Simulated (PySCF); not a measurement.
**SnS (SMILES [S][Sn]): wB97X-V/STO-3G**

Aim: the vertical ionisation energy of SnS at wB97X-V/STO-3G, from 2 runs. The job is set up through a Python script.

The results are computed with PySCF 2.14.0.

11 further runs of the same task are left out: 5 that didn't finish, 6 set aside as unsound or not needed.

## 1. The molecule

SnS has 2 atoms, charge 0, and is taken as a singlet. SMILES: `[S][Sn]`. The bond length is the measured one.

Bond lengths: S1–Sn2 2.209 Å.

## 2. A single-point energy at wB97X-V/STO-3G

Contents of job.py:

```python
# SnS
from pyscf import gto, dft

system = gto.Mole()
system.atom = '''
S    0.000000   0.000000   0.000000
Sn   0.000000   0.000000   2.209026
'''
system.verbose = 3
system.spin = 0
system.max_memory = 1860
system.basis = 'sto-3g'
system.build()

mf = dft.RKS(system)
mf.xc = 'wb97x-v'
mf.nlcgrids.level = 1
mf.conv_tol = 1e-10
mf.grids.level = 5
mf.kernel()
if not mf.converged:
    mf = mf.newton().run(mf.mo_coeff, mf.mo_occ)

e_tot = mf.e_tot
print('E = %.10f Eh' % e_tot)
```

The run is started by

```
$ OMP_NUM_THREADS=1 python job.py
```

Output:

```text
converged SCF energy = -6358.74168833122
E = -6358.7416883312 Eh
```

It took 14 s on 1 thread of Arm Neoverse V1, shared host; peak memory 0.24 GiB.

## 3. The doublet cation at the same level

Contents of job.py:

```python
from pyscf import gto, dft

molecule = gto.Mole()
molecule.atom = 'S 0.000000 0.000000 0.000000; Sn 0.000000 0.000000 2.209026'
molecule.max_memory = 1860
molecule.basis = 'sto-3g'
molecule.verbose = 3
molecule.spin = 1
molecule.charge = 1
molecule.build()

ks = dft.UKS(molecule, xc='wb97x-v')
ks.nlcgrids.level = 1
ks.grids.level = 5
ks.conv_tol = 1e-10
ks.kernel()
if not ks.converged:
    ks = ks.newton().run(ks.mo_coeff, ks.mo_occ)

e_tot = ks.e_tot
print(f'total energy: {e_tot:.8f} hartree')
```

The run is started by

```
$ OMP_NUM_THREADS=1 python job.py
```

Output:

```text
WARN: HOMO -0.538440081823409 >= LUMO -0.538440081823445

converged SCF energy = -6358.51720785031  <S^2> = 0.7552765  2S+1 = 2.0052696
total energy: -6358.51720785 hartree
```

It took 16 s on 1 thread of Arm Neoverse V1, shared host; peak memory 0.23 GiB.

## 4. Outcome

At wB97X-V/STO-3G:

| quantity | value |
| --- | --- |
| singlet SnS: total energy | -6358.74169 Eh |
| singlet SnS: dipole moment | 1.18 D |
| singlet SnS: HOMO energy | -5.59 eV |
| singlet SnS: LUMO energy | 3.75 eV |
| singlet SnS: HOMO–LUMO gap | 9.35 eV |
| doublet cation: total energy | -6358.51721 Eh |
| doublet cation: HOMO energy (highest over α and β) | -13.10 eV |
| doublet cation: LUMO energy (lowest over α and β) | -6.65 eV |
| doublet cation: ⟨S²⟩ | 0.755 |
| vertical ionisation energy (to the doublet cation) | 6.108 eV |

In words: The vertical ionisation energy comes to 6.11 eV (141 kcal/mol). −ε(HOMO) before ionisation, 5.59 eV, is 0.51 eV below this ionisation energy. In a minimal basis such a difference can be off by several eV, whatever the method. Relativity is left out (singlet SnS) although the molecule holds a heavy atom. Relativity is left out (doublet cation) although the molecule holds a heavy atom.
